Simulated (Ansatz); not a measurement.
# CH6N2OSi: one species, many methods

How much do the methods differ for CH6N2OSi? The plan is to run it at one geometry with functionals of several rungs and with coupled cluster. The yardstick is the atomisation energy at the CCSD(T) limit.

Program: Ansatz 0.2.0, Gaussian basis. Level of theory: functionals in def2-TZVPP, the program's frozen cores in correlated methods. These are calculated values, not measurements.

Levels to be run: LDA (SPW92), PBE-D4, revPBE-D4, BLYP-D4, r2SCAN-D4, B97M-V, PBE0-D4, B3LYP-D4, r2SCANh-D4, r2SCAN0-D4, HSE06-D4, BHLYP-D4, CAM-B3LYP-D4, LC-ωPBE, ωB97X-V, ωB97M-V, B2PLYP, PBE-QIDH; CCSD(T)/def2-SVP; CCSD(T)/def2-TZVPP; MP2/def2-QZVPP; extrapolation to the limit; RPA on PBE.

### 1 The geometry

An earlier PBE0-D4 in a triple-zeta def2 set relaxation fixed the geometry.

SMILES `N=C(N)O[SiH3]`, 11 atoms, charge 0, spin multiplicity 1.

Atoms are counted from 1 here; the program's logs count them from 0.

Bond lengths: N1–C2 1.268 Å, N1–H6 1.014 Å, C2–N3 1.362 Å, C2–O4 1.358 Å, N3–H7 1.004 Å, N3–H8 1.004 Å, O4–Si5 1.664 Å, Si5–H9 1.484 Å, Si5–H10 1.484 Å, Si5–H11 1.478 Å. Angles: C2–N1–H6 113.6°, N1–C2–N3 122.0°, N1–C2–O4 127.9°, N3–C2–O4 110.1°, C2–N3–H7 117.1°, C2–N3–H8 115.3°, H7–N3–H8 117.3°, C2–O4–Si5 123.9°, O4–Si5–H9 110.5°, O4–Si5–H10 110.5°, O4–Si5–H11 104.5°, H9–Si5–H10 109.3°, H9–Si5–H11 110.9°, H10–Si5–H11 111.0°.

Coordinates:

```mol
CH6N2OSi
  3D, bonds by distance, orders not assigned

 11 10  0  0  0  0  0  0  0  0999 V2000
    1.2121    0.3410    1.0711 N   0  0
    0.4897   -0.5442    0.5213 C   0  0
    0.6309   -1.8691    0.8061 N   0  0
   -0.4745   -0.3686   -0.4188 O   0  0
   -0.8680    1.1069   -1.0792 Si  0  0
    1.0404    1.2775    0.7233 H   0  0
   -0.1487   -2.4673    0.6005 H   0  0
    1.1674   -2.0771    1.6293 H   0  0
   -1.3364    2.0411   -0.0250 H   0  0
    0.3054    1.6958   -1.7710 H   0  0
   -1.9529    0.8070   -2.0369 H   0  0
  1  2  8  0
  2  3  8  0
  2  4  8  0
  4  5  8  0
  1  6  8  0
  3  7  8  0
  3  8  8  0
  5  9  8  0
  5 10  8  0
  5 11  8  0
M  END
```

### 2 LDA

This LDA is Slater exchange with PW92 correlation.

Input file in.yaml:

```yaml
crystal:
  periodic: [false, false, false]
  atoms:
    - {symbol: N, position_ang: [1.212096, 0.341046, 1.071065]}
    - {symbol: C, position_ang: [0.489654, -0.544211, 0.521329]}
    - {symbol: N, position_ang: [0.630890, -1.869110, 0.806098]}
    - {symbol: O, position_ang: [-0.474500, -0.368610, -0.418814]}
    - {symbol: Si, position_ang: [-0.867953, 1.106936, -1.079175]}
    - {symbol: H, position_ang: [1.040363, 1.277499, 0.723303]}
    - {symbol: H, position_ang: [-0.148722, -2.467305, 0.600536]}
    - {symbol: H, position_ang: [1.167446, -2.077107, 1.629322]}
    - {symbol: H, position_ang: [-1.336432, 2.041087, -0.024968]}
    - {symbol: H, position_ang: [0.305354, 1.695820, -1.770975]}
    - {symbol: H, position_ang: [-1.952898, 0.806953, -2.036920]}
basis:
  gaussian: {orbitals: def2-TZVPP}
hamiltonian: {xc: lda}
output: {orbitals: {seedname: orbitals}}
```

On the command line:

```
ansatz run in.yaml --threads 4 --pin off --events-out ev --progress --plain --max-ram 10444MiB
```

Further steps of the session: PBE-D4 (GGA); revPBE-D4 (GGA); BLYP-D4 (GGA); r2SCAN-D4 (meta-GGA); B97M-V (meta-GGA); PBE0-D4 (hybrid); B3LYP-D4 (hybrid); r2SCANh-D4 (hybrid); r2SCAN0-D4 (hybrid); HSE06-D4 (hybrid); BHLYP-D4 (hybrid); CAM-B3LYP-D4 (range-separated); LC-ωPBE (range-separated); ωB97X-V (range-separated); ωB97M-V (range-separated); B2PLYP (double hybrid); PBE-QIDH (double hybrid); CCSD(T) in def2-SVP; CCSD(T) in def2-TZVPP; MP2 in def2-QZVPP; RPA on PBE orbitals.

**Question.** What will the summary of the whole plan be? Wanted: atomisation energy, CCSD(T)/CBS; farthest beyond LDA; mean size of error, GGA; mean size of error, meta-GGA; mean size of error, hybrid; mean size of error, range-separated; mean size of error, double hybrid; gap, smallest and largest; T1 diagnostic.

The runs gave:

| quantity | value |
| --- | --- |
| atomisation energy, CCSD(T)/CBS | 965.1 kcal/mol |
| functionals within 4.8 kcal/mol (0.5 %) | revPBE-D4, r2SCAN-D4, B97M-V, PBE0-D4, HSE06-D4, LC-ωPBE |
| farthest beyond LDA | BHLYP-D4 (-32.7 kcal/mol) |
| mean size of error, GGA | 12.5 kcal/mol |
| mean size of error, meta-GGA | 1.0 kcal/mol |
| mean size of error, hybrid | 11.6 kcal/mol |
| mean size of error, range-separated | 6.7 kcal/mol |
| mean size of error, double hybrid | 10.6 kcal/mol |
| gap, smallest and largest | 4.90 eV (LDA (SPW92)), 12.04 eV (LC-ωPBE) |
| T1 diagnostic | 0.0132 |
| triples share of the correlation energy | 3.9 % |

What this shows: The LDA atomisation energy is off by 158.4 kcal/mol (16 %): it overbinds. PBE-D4 misses by +26.1 kcal/mol. Double hybrids carry the basis error of their MP2 part in triple zeta, and no dispersion term here, so their miss is partly the set-up's. Taken by rung, meta-GGA functionals do best (1.0 kcal/mol on average) and GGA ones worst beyond LDA (12.5 kcal/mol). The reference freezes the cores and leaves out relativity and excitations past (T), so misses under about 4.8 kcal/mol can't be ranked. Hartree-Fock recovers 68 % of the binding; the rest is correlation. CCSD(T) in def2-SVP is off by -70.2 kcal/mol, more than most functionals: a good method in a small basis is no reference. The gap grows from 4.9 to 12.0 eV across the functionals, mostly with the share of exact exchange.
